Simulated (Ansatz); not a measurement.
# LuSb: pressure up to the limit of the methods

How does LuSb (rocksalt type) answer strong compression? The runs shown use PAW. Its runs: cell relaxed at zero pressure (PAW); volume scaled by 1 (PAW); volume scaled by 0.92 (PAW); volume scaled by 0.84 (PAW and PAW (partial_waves polarizable)); volume scaled by 0.76 (PAW); volume scaled by 0.68 (PAW); volume scaled by 0.6 (PAW); volume scaled by 0.52 (PAW); volume scaled by 0.45 (PAW and PAW (core large)).

Method: DFT PBEsol, with the methods named in each step, in Ansatz 0.2.0.

**1. The structure to begin with**

The structure is cubic, space group Fm-3m (No. 225). Conventional cell: a = 6.075 Å, b = 6.075 Å, c = 6.075 Å, α = 90.00°, β = 90.00°, γ = 90.00°. Around Lu (site symmetry m-3m) lie 6 Sb at 3.04 Å. Around Sb (site symmetry m-3m) lie 6 Lu at 3.04 Å.

As a file:

```cif
data_structure
_symmetry_space_group_name_H-M 'P 1'
_symmetry_Int_Tables_number 1
_cell_length_a 4.2960
_cell_length_b 4.2960
_cell_length_c 4.2960
_cell_angle_alpha 60.000
_cell_angle_beta 60.000
_cell_angle_gamma 60.000
_cell_volume 56.06
loop_
_atom_site_label
_atom_site_type_symbol
_atom_site_fract_x
_atom_site_fract_y
_atom_site_fract_z
_atom_site_occupancy
Lu1 Lu 0.00000 0.00000 0.00000 1
Sb1 Sb 0.50000 0.50000 0.50000 1
```

Whether this phase is the stable one at these pressures isn't tested.

Atoms are numbered in the order of the input: Lu1, Sb2.

**2. Cell relaxed at zero pressure, PAW**

Input file input.yaml:

```yaml
crystal:
  lattice:
    - [0.0, 3.0377230688, 3.0377230688]
    - [3.0377230688, 0.0, 3.0377230688]
    - [3.0377230688, 3.0377230688, 0.0]
  atoms:
    - { symbol: Lu, position: [0.0, 0.0, 0.0] }
    - { symbol: Sb, position: [0.5, 0.5, 0.5] }
kpoints:
  mp_grid: { grid: [12, 12, 12] }
scf:
  occupations: { method: fermi_dirac, width: 0.1 }
hamiltonian:
  xc: pbesol
  pseudopotentials: { kind: paw }
output:
  forces: true
  stress: true
  write_density: true
  write_potential: true
  elf: true
  volumetric_format: npy
relax:
  f_tol: 0.005
  max_steps: 40
  cell: {}
```

Launch:

```bash
$ ansatz run input.yaml --threads 1 --pin off --max-ram 2048MiB --backend cpu --events-out ev --progress --plain --runs-dir out
```

Further steps of the session: Volume scaled by 1, PAW; Volume scaled by 0.92, PAW; Volume scaled by 0.84, PAW; Volume scaled by 0.84, PAW (partial_waves polarizable); Volume scaled by 0.76, PAW; Volume scaled by 0.68, PAW; Volume scaled by 0.6, PAW; Volume scaled by 0.52, PAW; Volume scaled by 0.45, PAW; Volume scaled by 0.45, PAW (core large).

What does the calculation give? Wanted: PAW pressure at 0.45 of the volume; PAW; fitted bulk modulus at zero pressure.

The runs gave:

```
                                       quantity      value
             PAW pressure at 0.45 of the volume  268.9 GPa
PAW (core large) pressure at 0.45 of the volume  268.9 GPa
     fitted bulk modulus at zero pressure (PAW)     67 GPa
                        its pressure derivative       4.01
```

**Reading.** By PAW the pressure climbs to 269 GPa at 0.45 of the first volume. One third-order Birch-Murnaghan curve follows these points (B₀ = 67 GPa, B′ = 4.01, misfit at most 0.80 GPa). A fit over so wide a range leans to the high pressures, so B₀ can be off by several per cent. No all-electron run checks these rows here, and frozen cores can fail under such compression. The ions are at rest, and the electrons smeared by 0.1 eV. Spin-orbit coupling is left out, though the cell holds Lu; in elements this heavy it can shift bands and gaps by tenths of an eV.
